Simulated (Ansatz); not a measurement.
# Bi2Se3 (Paraguanajuatite): the cost of one run

All numbers are computed with Ansatz 0.2.0, driven from Python. Level of theory: DFT PBE, all-electron LAPW.

### 1 The system

Symmetry: R-3m, No. 166, trigonal system. Conventional cell: a = 4.143 Å, b = 4.143 Å, c = 28.636 Å, α = 90.00°, β = 90.00°, γ = 120.00°. Bi (site symmetry 3m) has 6 Se at 2.85 to 3.07 Å in its first shell of neighbours. Around Se (site symmetry -3m) lie 6 Bi at 3.07 Å. Se (site symmetry 3m) has 3 Bi at 2.85 Å in its first shell of neighbours.

No structure file is read: the coordinates are typed or built in the script.

### 2 The code

Contents of lapw.py:

```python
import json

import ansatz as az

crystal = (
    az.Lattice.from_parameters(9.840471, 9.840471, 9.840471, alpha=24.30427, beta=24.30427, gamma=24.30427)
    .atom('Bi', (0.4008, 0.4008, 0.4008))
    .atom('Bi', (0.5992, 0.5992, 0.5992))
    .atom('Se', (0.0, 0.0, 0.0))
    .atom('Se', (0.2117, 0.2117, 0.2117))
    .atom('Se', (0.7883, 0.7883, 0.7883))
)

base = (
    crystal.calculation()
    .functional(az.Functional.PBE)
    .kpoints(6, center='gamma')
    .occupations('fixed')
    .pseudopotentials('all_electron', lapw=True, basis_error=0.002)
)
def show(event):
    row = event['data']
    if event['event'] == 'scf_iter' and row.get('harris_foulkes_ev') is not None:
        print(f'  iteration {row["iter"]:3d}  Harris-Foulkes {row["harris_foulkes_ev"]:.5f} eV  residual {row["dr2_ev"]:.2e}')


done = base.session().plan().execute(on_event=show)
data = done.report

for key in ('converged', 'n_iterations', 'n_electrons', 'n_kpoints', 'n_pw', 'n_symmetry_ops', 'free_energy_ev', 'fermi_energy_ev'):
    print(f'{key:18s} {data[key]}')

keep = ['free_energy_ev', 'energy_sigma0_ev', 'fermi_energy_ev', 'n_iterations', 'converged', 'magnetization_mub', 'n_kpoints']
with open('bi2se3.json', 'w') as handle:
    json.dump({key: data[key] for key in keep}, handle, indent=1)

errors = data['lapw_basis_errors']
print(f'estimated basis error {1000 * errors["total_ev_per_atom"]:.3f} meV/atom, target {1000 * errors["basis_error_target_ev_per_atom"]:.3f}')
for sphere in errors['spheres']:
    print(f'  {sphere["species"]:2s} muffin-tin radius {sphere["muffin_tin_radius_ang"]:.3f} A, core shells {sphere["core_shells"]}')
```

### 3 The input behind the calls

The package turns the script's settings into the engine's input:

```yaml
crystal:
  lattice:
    a: 9.840471
    b: 9.840471
    c: 9.840471
    alpha: 24.30427
    beta: 24.30427
    gamma: 24.30427
  atoms:
    - { symbol: Bi, position: [0.4008, 0.4008, 0.4008] }
    - { symbol: Bi, position: [0.5992, 0.5992, 0.5992] }
    - { symbol: Se, position: [0.0, 0.0, 0.0] }
    - { symbol: Se, position: [0.2117, 0.2117, 0.2117] }
    - { symbol: Se, position: [0.7883, 0.7883, 0.7883] }
kpoints:
  mp_grid:
    grid: [6, 6, 6]
    shift: [0.0, 0.0, 0.0]
hamiltonian:
  xc: pbe
  pseudopotentials:
    kind: all_electron
    lapw:
      basis_error: 0.002
scf:
  occupations:
    method: fixed
```

### 4 The run

Started as:

```bash
$ python lapw.py
```

Q: Estimate wall time and peak memory on 1 thread of AMD EPYC 7R43 (Zen 3), shared host.

About 51 s, with a peak of 0.69 GiB.
